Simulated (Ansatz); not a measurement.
# FH₃OSSi: taking an electron away

One table from this session's results is given with a row withheld; the runs are named, their logs left out.

The runs use Ansatz 0.2.0, Gaussian basis; unrestricted cation, the program's frozen cores in correlated methods.

Levels to be run: UKS PBE-D4/def2-TZVPP; UKS r2SCAN-D4/def2-TZVPP; UKS PBE0-D4/def2-TZVPP; UKS B3LYP-D4/def2-TZVPP; UKS wB97X-V/def2-TZVPP; UKS wB97M-V/def2-TZVPP; UKS B2PLYP/def2-TZVPP; UHF-CCSD(T)/def2-TZVPP; UHF-MP2/def2-QZVPP; extrapolation to the limit; then −ε(HOMO) from the neutral's earlier runs with LDA (SPW92), PBE-D4, revPBE-D4, BLYP-D4, r2SCAN-D4, B97M-V, PBE0-D4, B3LYP-D4, r2SCANh-D4, r2SCAN0-D4, HSE06-D4, BHLYP-D4, CAM-B3LYP-D4, LC-ωPBE, ωB97X-V, ωB97M-V.

### The geometry

An earlier PBE0-D4 in a triple-zeta def2 set relaxation fixed the geometry.

SMILES `O[SiH](F)S`, 7 atoms, charge 0, spin multiplicity 1.

Atoms are counted from 1 here; the program's logs count them from 0.

Bond lengths: O1–Si2 1.624 Å, O1–H5 0.959 Å, Si2–F3 1.594 Å, Si2–S4 2.124 Å, Si2–H6 1.470 Å, S4–H7 1.344 Å. Angles: Si2–O1–H5 118.6°, O1–Si2–F3 112.2°, O1–Si2–S4 108.9°, O1–Si2–H6 106.6°, F3–Si2–S4 107.3°, F3–Si2–H6 107.1°, S4–Si2–H6 114.9°, Si2–S4–H7 93.3°.

Set-up of the first run:

File in.yaml:

```yaml
crystal:
  periodic: [false, false, false]
  atoms:
    - {symbol: O, position_ang: [-1.252697, 1.036702, -0.295582]}
    - {symbol: Si, position_ang: [-0.023336, 0.209850, 0.369331]}
    - {symbol: F, position_ang: [1.374209, 0.953751, 0.184323]}
    - {symbol: S, position_ang: [0.135034, -1.677125, -0.592281]}
    - {symbol: H, position_ang: [-1.313727, 1.078416, -1.251870]}
    - {symbol: H, position_ang: [-0.291261, 0.148577, 1.813827]}
    - {symbol: H, position_ang: [1.432978, -1.818173, -0.273348]}
basis:
  gaussian: {orbitals: def2-TZVPP}
total_charge: 1
magnetization: {spin_polarized: true, initial_magnetization: 1}
hamiltonian: {xc: pbe, dispersion: d4}
```

Among the steps run: Cation, UKS PBE-D4/def2-TZVPP; Cation, UKS r2SCAN-D4/def2-TZVPP; Cation, UKS PBE0-D4/def2-TZVPP; Cation, UKS B3LYP-D4/def2-TZVPP; Cation, UKS wB97X-V/def2-TZVPP; Cation, UKS wB97M-V/def2-TZVPP; Cation, UKS B2PLYP (frozen core)/def2-TZVPP; Cation, UHF-CCSD(T)/def2-TZVPP; Cation, UHF-MP2/def2-QZVPP.

One of the session's tables, all rows but one given; the rest of the session is left out.

It belongs to the step «Ionisation energies side by side». Orbital estimates, from the neutral's runs:

```
  functional  −ε(HOMO) (eV)
 LDA (SPW92)           6.80
      PBE-D4           6.67
   revPBE-D4           6.62
     BLYP-D4           6.50
   r2SCAN-D4           6.98
      B97M-V           7.07
     PBE0-D4              ?
    B3LYP-D4           7.68
  r2SCANh-D4           7.44
  r2SCAN0-D4           8.14
    HSE06-D4           7.54
    BHLYP-D4           9.05
CAM-B3LYP-D4           9.28
     LC-ωPBE          10.72
     ωB97X-V          10.33
     ωB97M-V          10.15
```

**Question.** Estimate the row for PBE0-D4.

As computed: −ε(HOMO) (eV): 7.94. In the column «−ε(HOMO) (eV)» it lies between B3LYP-D4 (7.68) and r2SCAN0-D4 (8.14).
